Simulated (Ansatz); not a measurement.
# Si16Ge: the cost of one run

Program: Ansatz 0.2.0. Level of theory: DFT PBE, plane waves, PAW, scalar-relativistic, no spin polarisation. These are calculated values, not measurements.

**1. Starting point**

The cell holds 17 atoms (GeSi16): a = 7.679 Å, b = 7.679 Å, c = 7.679 Å, α = 60.00°, β = 60.00°, γ = 60.00°.

The coordinates stand in the first input below.

**2. Relaxing end A**

Contents of input.yaml:

```yaml
crystal:
  lattice:
    - [0.0, 5.43, 5.43]
    - [5.43, 0.0, 5.43]
    - [5.43, 5.43, 0.0]
  atoms:
    - { symbol: Si, position: [0.0, 0.0, 0.0] }
    - { symbol: Si, position: [0.125, 0.125, 0.125] }
    - { symbol: Si, position: [0.0, 0.0, 0.5] }
    - { symbol: Si, position: [0.125, 0.125, 0.625] }
    - { symbol: Si, position: [0.0, 0.5, 0.0] }
    - { symbol: Si, position: [0.125, 0.625, 0.125] }
    - { symbol: Si, position: [0.0, 0.5, 0.5] }
    - { symbol: Si, position: [0.125, 0.625, 0.625] }
    - { symbol: Si, position: [0.5, 0.0, 0.0] }
    - { symbol: Si, position: [0.625, 0.125, 0.125] }
    - { symbol: Si, position: [0.5, 0.0, 0.5] }
    - { symbol: Si, position: [0.625, 0.125, 0.625] }
    - { symbol: Si, position: [0.5, 0.5, 0.0] }
    - { symbol: Si, position: [0.625, 0.625, 0.125] }
    - { symbol: Si, position: [0.5, 0.5, 0.5] }
    - { symbol: Si, position: [0.625, 0.625, 0.625] }
    - { symbol: Ge, position: [0.87947, 0.8874088, 0.873708] }
basis:
  ecutwfc: 420.0
kpoints:
  mp_grid: { grid: [2, 2, 2] }
hamiltonian:
  xc: pbe
  pseudopotentials: { kind: paw, azcp: { folder: soft_1 } }
scf:
  occupations: { method: fermi_dirac, width: 0.02 }
  lower_state_search: "off"
relax:
  f_tol: 0.03
  max_steps: 60
  adjacent_minimum: "off"
```

The run is started by

```sh
$ ansatz run input.yaml --threads 1 --pin off --max-ram 3072MiB --backend cpu --events-out ev --progress --plain --runs-dir out
```

**Question.** How long does this run take on 1 thread of Arm Neoverse V2, shared host, and how much memory does it need?

About 26 s, with a peak of 0.54 GiB.
